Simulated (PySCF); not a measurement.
# C7H12O3: the cost of one run

Computed with PySCF 2.14.0 and routines of our own; the level stands in each step. Atoms count from 0.

## Step 1: The starting structure

22 atoms, charge 0, multiplicity 1; geometry from: GFN2-xTB.

## Step 2: Vibronic structure: TDDFT PBE/def2-SV(P)

What the job is given:

```
{"job": {"kind": "vib", "xc": "PBE", "basis": "def2-SV(P)", "tda": false}, "charge": 0, "multiplicity": 1}
C      3.591771     0.239107    -0.025568
O      2.602818     0.086131    -1.019603
C      1.332887     0.538057    -0.644218
C      0.634858    -0.295944     0.411985
O      1.113920    -1.267489     0.937760
C     -0.762428     0.206214     0.798706
C     -1.773937    -0.944932     0.744109
C     -2.257644    -0.835868    -0.699131
C     -2.269579     0.679170    -0.901878
O     -1.241692     1.213177    -0.073455
H      4.527385    -0.078417    -0.480965
H      3.386068    -0.381352     0.850261
H      3.673962     1.288302     0.286145
H      0.721637     0.521420    -1.551389
H      1.358808     1.578896    -0.281181
H     -0.675144     0.633156     1.806771
H     -2.593283    -0.765454     1.440316
H     -1.301415    -1.895930     0.977403
H     -1.538367    -1.305393    -1.371757
H     -3.236324    -1.281407    -0.857865
H     -2.075541     0.978568    -1.934978
H     -3.229172     1.109372    -0.587014
```

Level: TDDFT PBE/def2-SV(P) vertical-gradient vibronic structure (displaced harmonic oscillators, Condon), gas phase.

The run is started by

```
OMP_NUM_THREADS=1 python excited_run.py task.json out
```

The driver reads the jobs from task.json and runs them one after another.

**Question.** How long does this first job take on 1 thread of AMD EPYC 9R45, shared host, and how much memory does it need?

About 39 s, with a peak of 0.71 GiB.
